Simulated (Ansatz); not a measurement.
The system is NbTe.

```
CELL_PARAMETERS angstrom
3.70297 0.00000 0.00000
-1.85149 3.20687 0.00000
0.00000 0.00000 3.69421
ATOMIC_POSITIONS crystal
Te 0.66667 0.33333 0.00000
Nb 0.00000 0.00000 0.50000
```

The cell comes from a database or a generator and needn't be the stable form of this composition.

- Program: Ansatz 0.2.0
- Task: relaxation of cell and atoms
- Functional: PBE
- Dispersion: D3(BJ)
- Potentials or basis: Ansatz PAW
- Cutoff: 420 eV (not typed: the program's choice for these potentials)
- k mesh: 8 × 8 × 7
- Occupations: fermi-dirac, width 0.05 eV
- Spin: no spin polarisation

At the start: volume 21.93 Å³/atom.

**Question.** Where does the relaxation end?

**Answer.** It ends after 5 steps and the volume is 20.90 Å³/atom (-4.7 %); space group P-6m2 (No. 187, to 0.05 Å).

The path:
| step | energy change (eV) | largest force (eV/Å) | volume (Å³) |
| --- | --- | --- | --- |
| 1 | 0.0000 | 0.0000 | 43.87 |
| 2 | -0.0370 | 0.0000 | 42.05 |
| 3 | -0.0379 | 0.0000 | 41.77 |
| 4 | -0.0379 | 0.0000 | 41.80 |
| 5 | -0.0375 | 0.0000 | 41.80 |

Final structure:
```
CELL_PARAMETERS angstrom
3.61875 0.00000 0.00000
-1.80937 3.13393 0.00000
0.00000 0.00000 3.68590
ATOMIC_POSITIONS crystal
Te 0.66667 0.33333 0.00000
Nb 0.00000 0.00000 0.50000
```

Caveat: the plane-wave basis is chosen anew once the cell has moved, so the energies of steps on either side of that aren't comparable; pairwise dispersion overbinds metals, which lowers pressure and volume.
